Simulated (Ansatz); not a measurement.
# CH₂F₂Si (SMILES FC=[SiH]F): a relaxed scan of the bond length C2–Si3

How does the energy rise as the bond length C2–Si3 leaves its equilibrium value, and do density functionals follow CCSD(T)? At each value the rest of the molecule is relaxed at PBE0-D4 with the distance held.

Computed with Ansatz 0.2.0, Gaussian basis. Level: single points in def2-TZVPP.

Levels: PBE-D4, r2SCAN-D4, PBE0-D4, B3LYP-D4, wB97M-V, Hartree-Fock, MP2, CCSD, CCSD(T). The scan takes 1.498, 1.558, 1.644, 1.746, 1.858, 1.979, 2.107, 2.243, 2.384 Å.

Correlated methods freeze the cores. B3LYP uses VWN-RPA correlation.

30 further runs of the same task are left out: 30 set aside as unsound or not needed.

## Step 1: The system as given

SMILES `FC=[SiH]F`, 6 atoms, charge 0, spin multiplicity 1.

Atoms are counted from 1 here; the program's logs count them from 0.

Bond lengths: F1–C2 1.373 Å, C2–Si3 1.755 Å, C2–H5 1.077 Å, Si3–F4 1.601 Å, Si3–H6 1.435 Å. Angles: F1–C2–Si3 121.9°, F1–C2–H5 111.3°, Si3–C2–H5 126.8°, C2–Si3–F4 124.6°, C2–Si3–H6 130.1°, F4–Si3–H6 105.3°.

Coordinates:

```mol
CH2F2Si
  3D, bonds by distance, orders not assigned

  6  5  0  0  0  0  0  0  0  0999 V2000
    1.0774   -1.4392   -0.8680 F   0  0
    0.7962   -0.1430   -0.5144 C   0  0
   -0.6255    0.2740    0.4266 Si  0  0
   -1.7148   -0.7787    0.9437 F   0  0
    1.5522    0.5343   -0.8751 H   0  0
   -1.0855    1.5526    0.8872 H   0  0
  1  2  8  0
  2  3  8  0
  2  5  8  0
  3  4  8  0
  3  6  8  0
M  END
```

## Step 2: Finding the minimum

The input, relax/in.yaml:

```yaml
crystal:
  periodic: [false, false, false]
  atoms:
    - {symbol: F, position_ang: [1.077350, -1.439180, -0.868020]}
    - {symbol: C, position_ang: [0.796160, -0.143040, -0.514440]}
    - {symbol: Si, position_ang: [-0.625480, 0.273980, 0.426570]}
    - {symbol: F, position_ang: [-1.714780, -0.778660, 0.943710]}
    - {symbol: H, position_ang: [1.552210, 0.534330, -0.875060]}
    - {symbol: H, position_ang: [-1.085470, 1.552560, 0.887230]}
basis:
  gaussian: {orbitals: def2-TZVP}
hamiltonian: {xc: pbe0, dispersion: d4}
relax: {f_tol: 0.005, max_steps: 200}
```

The command line of these runs was not kept.

The runs that follow: The minimum at every level; C2–Si3 = 1.498 Å; C2–Si3 = 1.558 Å; C2–Si3 = 1.644 Å; C2–Si3 = 1.746 Å; C2–Si3 = 1.858 Å; C2–Si3 = 1.979 Å; C2–Si3 = 2.107 Å; C2–Si3 = 2.243 Å; C2–Si3 = 2.384 Å.

Before running it: what results should come out? Wanted: highest point, CCSD(T); lowest point, CCSD(T); minimum along the scan, CCSD(T); RMS deviation from CCSD(T); largest T1 diagnostic.

As calculated:

```
                       quantity                                                                                                    value
         highest point, CCSD(T)                                                                                      1891 meV at 2.384 Å
          lowest point, CCSD(T)                                                                                         0 meV at 1.703 Å
minimum along the scan, CCSD(T)                                                                                                  1.723 Å
                curvature there                                                                                               24.8 eV/Å²
     RMS deviation from CCSD(T)  PBE-D4 74, r2SCAN-D4 49, PBE0-D4 118, B3LYP-D4 63, wB97M-V 180, Hartree-Fock 239, MP2 262, CCSD 100 meV
          largest T1 diagnostic                                                                                                    0.034
```

In words: A polynomial through the near points puts the CCSD(T) minimum 0.020 Å above the PBE0-D4 value. The third derivative is negative, the usual anharmonicity of a bond. Curvature against CCSD(T): PBE-D4 -0 %, Hartree-Fock +72 %. r2SCAN-D4 follows the CCSD(T) curve best and MP2 worst. The T1 diagnostic is large here, over the usual mark for main-group molecules (transition-metal compounds often pass it harmlessly), so CCSD(T) itself may be off. The restricted Hartree–Fock reference is unstable towards an unrestricted one at one or more of these structures.
